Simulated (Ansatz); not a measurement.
# Ru (hcp type): a single-point run

The task is a single-point run on Ru (hcp type). The structure is shown as the input types it.

Computed with Ansatz 0.2.0 (Kohn-Sham DFT, with the functional, basis and potentials that each input names (as first typed), unless a step's input says otherwise).

### 1 The system as given

The structure is hexagonal, space group P6_3/mmc (No. 194). Conventional cell: a = 2.045 Å, b = 2.045 Å, c = 3.309 Å, α = 90.00°, β = 90.00°, γ = 120.00°. Around Ru (site symmetry -6m2) lie 12 Ru at 2.03 to 2.05 Å.

Structure file:

```cif
data_structure
_symmetry_space_group_name_H-M 'P6_3/mmc'
_symmetry_Int_Tables_number 194
_cell_length_a 2.0452
_cell_length_b 2.0452
_cell_length_c 3.3092
_cell_angle_alpha 90.000
_cell_angle_beta 90.000
_cell_angle_gamma 120.000
_cell_volume 11.99
loop_
_atom_site_label
_atom_site_type_symbol
_atom_site_symmetry_multiplicity
_atom_site_Wyckoff_symbol
_atom_site_fract_x
_atom_site_fract_y
_atom_site_fract_z
_atom_site_occupancy
Ru1 Ru 2 c 0.33333 0.66667 0.25000 1
```

### 2 Input and run

File input.yaml:

```yaml
crystal:
  lattice:
    - [2.0451722432, 0.0, 0.0]
    - [-1.0225861216, 1.7711711177, 0.0]
    - [0.0, 0.0, 3.3091618903]
  atoms:
    - { symbol: Ru, position: [0.3333333333, 0.6666666667, 0.25] }
    - { symbol: Ru, position: [0.6666666667, 0.3333333333, 0.75] }
kpoints:
  mp_grid: { grid: [18, 18, 10] }
scf:
  occupations: { method: fermi_dirac, width: 0.05 }
  max_iter: 75
hamiltonian:
  xc: pbesol
  pseudopotentials: { kind: all_electron, datasets: crystal }
  hubbard: { sites: [{ species: Ru, l: f, u_eff: 30.0 }] }
output:
  forces: true
  stress: true
  eigenvalues: true
```

Run with:

```bash
ansatz run input.yaml --threads 1 --pin off --max-ram 2048MiB --backend cpu --events-out ev --progress --plain --runs-dir out
```

What happens when this is run?

Nothing was computed: the input was turned down at the start. Its message: «2 input errors — fix all and re-run 2. hamiltonian.pseudopotentials.datasets: crystal with hamiltonian.hubbard without hamiltonian.hubbard.projectors: augmentation-sphere ...»

Look at the input: hamiltonian.hubbard.sites is [{species: Ru, l: f, u_eff: 30.0}]. U was placed on a shell that is absent, full or empty, where it has nothing to correct.

Remedy: delete hamiltonian.hubbard.sites.
